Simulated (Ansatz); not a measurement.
# HfO2: energy and stress against strain

The task, for HfO2: see how energy and stress answer to the strain pattern (0, 0, 0, 0, 0, 1).

Program: Ansatz 0.2.0. Level of theory: DFT r2SCAN, scalar-relativistic, plane waves, PAW. These are calculated values, not measurements.

## Step 1: The starting structure

It takes space group Fm-3m (No. 225, cubic). The conventional cell has a = 5.115 Å, b = 5.115 Å, c = 5.115 Å, α = 90.00°, β = 90.00°, γ = 90.00°. Around Hf (site symmetry m-3m) lie 8 O at 2.21 Å. Around O (site symmetry -43m) lie 4 Hf at 2.21 Å.

Coordinates:

```xyz
3
Lattice="0.0000 2.5575 2.5575 2.5575 0.0000 2.5575 2.5575 2.5575 0.0000" Properties=species:S:1:pos:R:3 pbc="T T T"
Hf    0.0000    0.0000    0.0000
O     1.2788    1.2788    1.2788
O     3.8363    3.8363    3.8363
```

No relaxation comes first: the listed cell is the starting point.

## Step 2: The reference cell

The reference gives a free energy of -16876.1609 eV, pressure -8.43 GPa, largest force 0.000 eV/Å and gap on the mesh 4.21 eV. It was computed beforehand with the settings of the runs below.

## Step 3: Setting up energy and stress against strain

The cell is strained by ε times the Voigt pattern (0, 0, 0, 0, 0, 1) (xx, yy, zz, yz, xz, xy; engineering shear), with fractional coordinates fixed (clamped ions). The stress on the pattern is the sum of the stress components weighted by it, tension positive.

## Step 4: Point ε = -0.0200

input.yaml reads:

```yaml
crystal:
  lattice:
    - [-0.025575, 2.5575, 2.5575]
    - [2.5575, -0.025575, 2.5575]
    - [2.531925, 2.531925, 0.0]
  atoms:
    - { symbol: Hf, position: [0.0, 0.0, 0.0] }
    - { symbol: O, position: [0.25, 0.25, 0.25] }
    - { symbol: O, position: [0.75, 0.75, 0.75] }
basis:
  ecutwfc: 500
kpoints:
  mp_grid: { grid: [8, 8, 8] }
hamiltonian:
  xc: r2scan
scf:
  occupations: { method: gaussian, width: 0.05 }
output:
  forces: true
  stress: true
  eigenvalues: true
```

Command:

```bash
$ ansatz run input.yaml --threads 1 --pin off --max-ram 2560MiB --backend cpu --events-out ev --progress --plain --runs-dir out
```

## Step 5: At ε = 0.0150

input.yaml, as its differences from that of step 4:

```diff
@@ -2,5 +2,5 @@
   lattice:
-    - [-0.025575, 2.5575, 2.5575]
-    - [2.5575, -0.025575, 2.5575]
-    - [2.531925, 2.531925, 0.0]
+    - [0.01918125, 2.5575, 2.5575]
+    - [2.5575, 0.01918125, 2.5575]
+    - [2.57668125, 2.57668125, 0.0]
   atoms:
@@ -21 +21,5 @@
   eigenvalues: true
+  write_density: true
+  write_potential: true
+  elf: true
+  volumetric_format: npy
```

## Step 6: ε = -0.0100

input.yaml, as its differences from that of step 5:

```diff
@@ -2,5 +2,5 @@
   lattice:
-    - [0.01918125, 2.5575, 2.5575]
-    - [2.5575, 0.01918125, 2.5575]
-    - [2.57668125, 2.57668125, 0.0]
+    - [-0.0127875, 2.5575, 2.5575]
+    - [2.5575, -0.0127875, 2.5575]
+    - [2.5447125, 2.5447125, 0.0]
   atoms:
@@ -21,5 +21 @@
   eigenvalues: true
-  write_density: true
-  write_potential: true
-  elf: true
-  volumetric_format: npy
```

## Step 7: At ε = 0.0050

input.yaml, as its differences from that of step 6:

```diff
@@ -2,5 +2,5 @@
   lattice:
-    - [-0.0127875, 2.5575, 2.5575]
-    - [2.5575, -0.0127875, 2.5575]
-    - [2.5447125, 2.5447125, 0.0]
+    - [0.00639375, 2.5575, 2.5575]
+    - [2.5575, 0.00639375, 2.5575]
+    - [2.56389375, 2.56389375, 0.0]
   atoms:
```

## Step 8: ε = 0.0175

input.yaml, as its differences from that of step 7:

```diff
@@ -2,5 +2,5 @@
   lattice:
-    - [0.00639375, 2.5575, 2.5575]
-    - [2.5575, 0.00639375, 2.5575]
-    - [2.56389375, 2.56389375, 0.0]
+    - [0.022378125, 2.5575, 2.5575]
+    - [2.5575, 0.022378125, 2.5575]
+    - [2.579878125, 2.579878125, 0.0]
   atoms:
```

## Step 9: At ε = 0.0125

input.yaml, as its differences from that of step 8:

```diff
@@ -2,5 +2,5 @@
   lattice:
-    - [0.022378125, 2.5575, 2.5575]
-    - [2.5575, 0.022378125, 2.5575]
-    - [2.579878125, 2.579878125, 0.0]
+    - [0.015984375, 2.5575, 2.5575]
+    - [2.5575, 0.015984375, 2.5575]
+    - [2.573484375, 2.573484375, 0.0]
   atoms:
```

## Step 10: ε = 0.0075

input.yaml, as its differences from that of step 9:

```diff
@@ -2,5 +2,5 @@
   lattice:
-    - [0.015984375, 2.5575, 2.5575]
-    - [2.5575, 0.015984375, 2.5575]
-    - [2.573484375, 2.573484375, 0.0]
+    - [0.009590625, 2.5575, 2.5575]
+    - [2.5575, 0.009590625, 2.5575]
+    - [2.567090625, 2.567090625, 0.0]
   atoms:
```

## Step 11: ε = 0.0025

input.yaml, as its differences from that of step 10:

```diff
@@ -2,5 +2,5 @@
   lattice:
-    - [0.009590625, 2.5575, 2.5575]
-    - [2.5575, 0.009590625, 2.5575]
-    - [2.567090625, 2.567090625, 0.0]
+    - [0.003196875, 2.5575, 2.5575]
+    - [2.5575, 0.003196875, 2.5575]
+    - [2.560696875, 2.560696875, 0.0]
   atoms:
```

(Steps that only read results are left out.)

Before running it: what results should come out? Wanted: slope of the stress at ε = 0, from the points at -0.0100, 0 and 0.0025.

**Answer**, as computed:

| quantity | value |
| --- | --- |
| slope of the stress at ε = 0, from the points at -0.0100, 0 and 0.0025 | 82 GPa |

What this shows: The slope of the stress at zero strain, 82 GPa, estimates C66 with clamped ions in this Cartesian frame; letting the atoms relax could not make it stiffer. The reference stands under -8.4 GPa, so this is no zero-stress constant. No sampled point lies below the undisturbed cell. The gap on the mesh stays at 4.21 eV. These runs have no spin-orbit coupling; with Hf it would split and shift bands.
